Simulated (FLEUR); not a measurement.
The system is Ta3AsAu2O13.

```
Ta As Au O
1.0
     5.72385   -0.00745   -0.00403
     1.30279    6.25499    0.00561
     0.27574    1.30074    8.36754
Ta As Au O
3 1 2 13
Direct
  0.21713 0.30521 0.58431
  0.03325 0.11123 0.99855
  0.58248 0.62145 0.50482
  0.58707 0.89691 0.83049
  0.58004 0.09228 0.18613
  0.04485 0.82077 0.44682
  0.66201 0.69726 0.71088
  0.51632 0.13418 0.69625
  0.85098 0.88773 0.91932
  0.34466 0.87003 0.94651
  0.73015 0.29240 0.03095
  0.24622 0.21809 0.11075
  0.12900 0.09398 0.49104
  0.48032 0.38887 0.43499
  0.05966 0.26685 0.78594
  0.93330 0.53240 0.45645
  0.49975 0.85161 0.34971
  0.25256 0.62988 0.62473
  0.91878 0.95175 0.22636
```

The cell was built by a generator and needn't be a form met in nature.

Base run:

- Program: FLEUR MaX-R8.1 (later development tree)
- Functional: r2SCAN
- Potentials or basis: all-electron
- Basis: FLAPW
- Kmax: 4.7 1/bohr
- k mesh: 3 × 3 × 2
- Occupations: fermi-dirac, width 0.05 eV
- Spin: no spin polarisation

Its results: band gap on the k mesh 1.72 eV, indirect (least direct gap 1.78 eV).

The run is repeated on the same cell with these changes: functional from r2SCAN to PBE. What comes out?

Band gap on the k mesh 1.32 eV, indirect (least direct gap 1.38 eV).

r2SCAN gives the wider gap, since meta-GGAs in the generalised Kohn-Sham scheme recover part of the derivative discontinuity.

Caveats: the plane-wave cutoff is short for the small spheres of the light atoms, so energies, forces and moduli aren't converged; core charge leaks out of the spheres, which shifts energies; spin-orbit coupling is left out, which moves the levels of the heavy elements; the meta-GGA is that of a development version, with a GGA for the radial functions and cores and without core tails (some runs); an odd mesh through Γ misses points on the zone boundary, where band edges often lie (some runs).
